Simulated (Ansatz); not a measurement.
# C₃H₁₁AlOS: up Jacob's ladder to CCSD(T)

The task here is to estimate one member of a computed series from the others.

The runs use Ansatz 0.2.0, Gaussian basis; functionals in def2-TZVPP, the program's frozen cores in correlated methods.

Plan: LDA (SPW92), PBE-D4, revPBE-D4, BLYP-D4, r2SCAN-D4, B97M-V, PBE0-D4, B3LYP-D4, r2SCANh-D4, r2SCAN0-D4, HSE06-D4, BHLYP-D4, CAM-B3LYP-D4, LC-ωPBE, ωB97X-V, ωB97M-V, B2PLYP, PBE-QIDH; CCSD(T)/def2-SVP; MP2/def2-TZVPP; MP2/def2-QZVPP; RPA on PBE.

## The geometry

The geometry comes from an earlier relaxation with PBE0-D4 in a triple-zeta def2 set; it is a stationary point, not always the lowest conformer.

SMILES `C[O][Al-]([CH3])([CH3])[SH2+]`, 17 atoms, charge 0, spin multiplicity 1.

Atoms are counted from 1 here; the program's logs count them from 0.

Bond lengths: C1–O2 1.389 Å, C1–H7 1.100 Å, C1–H8 1.100 Å, C1–H9 1.097 Å, O2–Al3 1.717 Å, Al3–C4 1.966 Å, Al3–C5 1.954 Å, Al3–S6 2.634 Å, C4–H10 1.095 Å, C4–H11 1.095 Å, C4–H12 1.096 Å, C5–H13 1.094 Å, C5–H14 1.095 Å, C5–H15 1.095 Å, S6–H16 1.343 Å, S6–H17 1.344 Å. Angles: O2–C1–H7 113.1°, O2–C1–H8 111.2°, O2–C1–H9 110.5°, H7–C1–H8 107.5°, H7–C1–H9 107.3°, H8–C1–H9 107.0°, C1–O2–Al3 131.4°, O2–Al3–C4 117.6°, O2–Al3–C5 115.4°, O2–Al3–S6 93.1°, C4–Al3–C5 122.5°, C4–Al3–S6 99.1°, C5–Al3–S6 98.5°, Al3–C4–H10 113.3°, Al3–C4–H11 111.9°, Al3–C4–H12 110.7°, H10–C4–H11 107.5°, H10–C4–H12 106.6° and more.

The first run:

The input, in.yaml:

```yaml
crystal:
  periodic: [false, false, false]
  atoms:
    - {symbol: C, position_ang: [1.406715, 2.019711, 0.376313]}
    - {symbol: O, position_ang: [1.060094, 1.010893, -0.513384]}
    - {symbol: Al, position_ang: [0.162487, -0.436409, -0.293882]}
    - {symbol: C, position_ang: [-0.170344, -1.032643, 1.549770]}
    - {symbol: C, position_ang: [0.171762, -1.668392, -1.810852]}
    - {symbol: S, position_ang: [-2.141261, 0.748837, -0.771685]}
    - {symbol: H, position_ang: [1.244012, 1.741384, 1.428254]}
    - {symbol: H, position_ang: [0.829520, 2.936253, 0.183953]}
    - {symbol: H, position_ang: [2.466517, 2.280348, 0.267973]}
    - {symbol: H, position_ang: [-0.432029, -0.214284, 2.228492]}
    - {symbol: H, position_ang: [-0.976371, -1.772401, 1.600871]}
    - {symbol: H, position_ang: [0.720424, -1.514146, 1.968808]}
    - {symbol: H, position_ang: [0.186403, -1.134891, -2.765615]}
    - {symbol: H, position_ang: [1.059140, -2.310198, -1.789155]}
    - {symbol: H, position_ang: [-0.697230, -2.334753, -1.813182]}
    - {symbol: H, position_ang: [-1.957510, 1.670324, 0.188226]}
    - {symbol: H, position_ang: [-2.951327, 0.009867, 0.005294]}
basis:
  gaussian: {orbitals: def2-TZVPP}
hamiltonian: {xc: lda}
output: {orbitals: {seedname: orbitals}}
```

Started as:

```
> ansatz run in.yaml --threads 4 --pin off --events-out ev --progress --plain --max-ram 11315MiB
```

Among the steps run: LDA; PBE-D4 (GGA); revPBE-D4 (GGA); BLYP-D4 (GGA); r2SCAN-D4 (meta-GGA); B97M-V (meta-GGA); B3LYP-D4 (hybrid); r2SCANh-D4 (hybrid); r2SCAN0-D4 (hybrid); HSE06-D4 (hybrid); BHLYP-D4 (hybrid); CAM-B3LYP-D4 (range-separated); LC-ωPBE (range-separated); ωB97X-V (range-separated); ωB97M-V (range-separated); B2PLYP (double hybrid); PBE-QIDH (double hybrid).

One table of the session follows, with a row left open; its other results are not shown here.

It belongs to the step «Frontier levels by functional». 

| functional | HOMO (eV) | gap (eV) |
| --- | --- | --- |
| LDA (SPW92) | ? | ? |
| PBE-D4 | -5.73 | 4.34 |
| revPBE-D4 | -5.68 | 4.33 |
| BLYP-D4 | -5.63 | 4.31 |
| r2SCAN-D4 | -6.02 | 4.90 |
| B97M-V | -6.13 | 4.91 |
| PBE0-D4 | -7.09 | 6.71 |
| B3LYP-D4 | -6.88 | 6.20 |
| r2SCANh-D4 | -6.53 | 5.77 |
| r2SCAN0-D4 | -7.29 | 7.07 |
| HSE06-D4 | -6.69 | 5.92 |
| BHLYP-D4 | -8.34 | 8.90 |
| CAM-B3LYP-D4 | -8.49 | 9.19 |
| LC-ωPBE | -9.84 | 11.83 |
| ωB97X-V | -9.49 | 11.27 |
| ωB97M-V | -9.36 | 10.80 |

**Question.** Estimate the row for LDA (SPW92).

**Answer.** HOMO (eV): -5.87; gap (eV): 4.38. In the column «HOMO (eV)» it lies between r2SCAN-D4 (-6.02) and PBE-D4 (-5.73).
